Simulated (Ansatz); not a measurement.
Crystal: HfB.

```
CELL_PARAMETERS angstrom
0.00000 2.31000 2.31000
2.31000 0.00000 2.31000
2.31000 2.31000 0.00000
ATOMIC_POSITIONS crystal
Hf 0.50000 0.50000 0.50000
B 0.00000 0.00000 0.00000
```

Base run:

```yaml
Program: Ansatz 0.2.0
Functional: LDA
Potentials_or_basis: Ansatz PAW
Cutoff: "420 eV (not typed: the program's choice for these potentials)"
k_mesh: 7 × 7 × 7
Occupations: fermi-dirac, width 0.05 eV
Spin: spin-orbit coupling, no magnetisation
```

Its results: band gap on the k mesh none (metal or under the smearing width); pressure 16.9 GPa.

Q: The run is repeated on the same cell with these changes: functional from LDA to PBE. What comes out?

A: Band gap on the k mesh none (metal or under the smearing width); pressure 28.6 GPa.

PBE binds less tightly than LDA, so the same cell stands under more pressure.

Caveats: so large a pressure means that the cell lies far from this level's equilibrium, or that cutoff or potentials fall short (some runs); the PAW data sets come from PBE, with cores solved anew for the run's functional, which leaves a small shift of forces and pressure (some runs); a pressure of tens of GPa on the cell as given is suspect, and the run, the potentials or the cell itself is likely at fault (some runs).
